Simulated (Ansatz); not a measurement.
**CHOSe radical (SMILES O=[C][SeH]): functionals against CCSD(T) at one geometry**

One table from this session's results is given with a row withheld; the runs are named, their logs left out.

Method: single points in def2-TZVPP; program: Ansatz 0.2.0, Gaussian basis.

Correlated methods freeze the cores. Filled d shells of the heavier atoms are correlated. Orbitals are unrestricted.

## The system as given

SMILES `O=[C][SeH]`, 4 atoms, charge 0, spin multiplicity 2.

Atoms are counted from 1 here; the program's logs count them from 0.

Bond lengths: O1–C2 1.176 Å, C2–Se3 1.859 Å, Se3–H4 1.426 Å. Angles: O1–C2–Se3 133.1°, C2–Se3–H4 93.3°.

As a file:

```
O    -0.69570   -0.03610    1.70530
C    -0.29700    0.26950    0.64240
Se    0.41360   -0.70100   -0.77480
H     0.56060    0.45330   -1.59830
```

The first run:

run/in.yaml

```yaml
crystal:
  periodic: [false, false, false]
  atoms:
    - {symbol: O, position_ang: [-0.695700, -0.036100, 1.705300]}
    - {symbol: C, position_ang: [-0.297000, 0.269500, 0.642400]}
    - {symbol: Se, position_ang: [0.413600, -0.701000, -0.774800]}
    - {symbol: H, position_ang: [0.560600, 0.453300, -1.598300]}
basis:
  gaussian: {orbitals: def2-TZVPP}
magnetization: {spin_polarized: true, initial_magnetization: 1}
correlation: {method: ccsd_t}
scf: {omitted_lower_state_checks: [cluster_reference]}
output: {forces: true}
```

The command line of these runs was not kept.

Steps of the session up to this table: CCSD(T)/def2-TZVPP; PBE0-D4/def2-TZVPP; wB97M-V/def2-TZVPP; r2SCAN-D4/def2-TZVPP; PBE-D4/def2-TZVPP; revPBE-D4/def2-TZVPP; wB97X-V/def2-TZVPP.

One of the session's tables, all rows but one given; the rest of the session is left out.

```
   method  RMS force component (eV/Å)  angle to CCSD(T) forces (°)  dipole (D)
  CCSD(T)                       0.811                    reference        1.96
  PBE0-D4                       0.828                         25.8        2.14
  wB97M-V                       0.906                         24.4        2.12
r2SCAN-D4                       0.771                         11.5        2.08
   PBE-D4                       0.873                         18.5        1.98
revPBE-D4                       0.939                         22.6        1.95
  wB97X-V                           ?                            ?           ?
```

**Question.** Estimate the row for wB97X-V.

As computed: RMS force component (eV/Å): 0.810; angle to CCSD(T) forces (°): 19.9; dipole (D): 2.16. In the column «RMS force component (eV/Å)» it lies between r2SCAN-D4 (0.771) and CCSD(T) (0.811).
